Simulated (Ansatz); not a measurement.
# C4H12Ge: small, medium and large basis sets

The task here is to estimate one member of a computed series from the others.

Computed with Ansatz 0.2.0, Gaussian basis. Level: one geometry, several basis sets.

Plan: PBE0-D4/def2-SVP; ωB97M-V/def2-SVP; PBE0-D4/def2-QZVPP; ωB97M-V/def2-QZVPP; the functionals' def2-TZVPP values are taken from earlier runs.

**The relaxed structure**

An earlier PBE0-D4 in a triple-zeta def2 set relaxation fixed the geometry.

SMILES `C[C](C)(C)[GeH3]`, 17 atoms, charge 0, spin multiplicity 1.

Atoms are counted from 1 here; the program's logs count them from 0.

Bond lengths: C1–C2 1.525 Å, C1–H6 1.094 Å, C1–H7 1.097 Å, C1–H8 1.094 Å, C2–C3 1.525 Å, C2–C4 1.525 Å, C2–Ge5 1.979 Å, C3–H9 1.094 Å, C3–H10 1.094 Å, C3–H11 1.097 Å, C4–H12 1.094 Å, C4–H13 1.094 Å, C4–H14 1.097 Å, Ge5–H15 1.542 Å, Ge5–H16 1.542 Å, Ge5–H17 1.542 Å. Angles: C2–C1–H6 111.8°, C2–C1–H7 110.1°, C2–C1–H8 111.8°, H6–C1–H7 107.5°, H6–C1–H8 107.9°, H7–C1–H8 107.5°, C1–C2–C3 110.0°, C1–C2–C4 110.0°, C1–C2–Ge5 108.9°, C3–C2–C4 110.0°, C3–C2–Ge5 108.9°, C4–C2–Ge5 108.9°, C2–C3–H9 111.8°, C2–C3–H10 111.8°, C2–C3–H11 110.1°, H9–C3–H10 107.9°, H9–C3–H11 107.5°, H10–C3–H11 107.5° and more.

The first run:

in.yaml

```yaml
crystal:
  periodic: [false, false, false]
  atoms:
    - {symbol: C, position_ang: [-0.740215, 0.398956, -1.329149]}
    - {symbol: C, position_ang: [0.063021, -0.042343, -0.110844]}
    - {symbol: C, position_ang: [1.455115, 0.577850, -0.151524]}
    - {symbol: C, position_ang: [0.170387, -1.562777, -0.079772]}
    - {symbol: Ge, position_ang: [-0.865251, 0.569671, 1.526586]}
    - {symbol: H, position_ang: [-0.837059, 1.487007, -1.380400]}
    - {symbol: H, position_ang: [-0.241391, 0.069129, -2.248830]}
    - {symbol: H, position_ang: [-1.746525, -0.029054, -1.329949]}
    - {symbol: H, position_ang: [2.058039, 0.281576, 0.711358]}
    - {symbol: H, position_ang: [1.413430, 1.670378, -0.173954]}
    - {symbol: H, position_ang: [1.987184, 0.250029, -1.053108]}
    - {symbol: H, position_ang: [-0.813199, -2.039724, -0.049079]}
    - {symbol: H, position_ang: [0.741399, -1.912810, 0.784678]}
    - {symbol: H, position_ang: [0.682881, -1.922581, -0.980501]}
    - {symbol: H, position_ang: [-0.989676, 2.106343, 1.526819]}
    - {symbol: H, position_ang: [-2.279431, -0.040123, 1.597982]}
    - {symbol: H, position_ang: [-0.077709, 0.137976, 2.779688]}
basis:
  gaussian: {orbitals: def2-SVP}
hamiltonian: {xc: pbe0, dispersion: d4}
output: {orbitals: {seedname: orbitals}}
```

Run with:

```sh
$ ansatz run in.yaml --threads 8 --pin off --events-out ev --progress --plain --max-ram 20889MiB
```

Among the steps run: PBE0-D4 in def2-SVP; ωB97M-V in def2-SVP; PBE0-D4 in def2-QZVPP; ωB97M-V in def2-QZVPP.

One table of the session follows, with a row left open; its other results are not shown here.

It belongs to the step «Functionals by basis». 

| functional | basis | HOMO (eV) | LUMO (eV) |
| --- | --- | --- | --- |
| PBE0-D4 | def2-SVP | -7.67 | 1.09 |
| PBE0-D4 | def2-TZVPP | ? | ? |
| PBE0-D4 | def2-QZVPP | -7.69 | 0.37 |
| ωB97M-V | def2-SVP | -9.81 | 2.81 |
| ωB97M-V | def2-TZVPP | -9.83 | 2.19 |
| ωB97M-V | def2-QZVPP | -9.84 | 1.58 |

Q: Estimate the row for PBE0-D4, def2-TZVPP from the others.

The run gave: HOMO (eV): -7.68; LUMO (eV): 0.67. In the column «HOMO (eV)» it lies between PBE0-D4, def2-QZVPP (-7.69) and PBE0-D4, def2-SVP (-7.67).
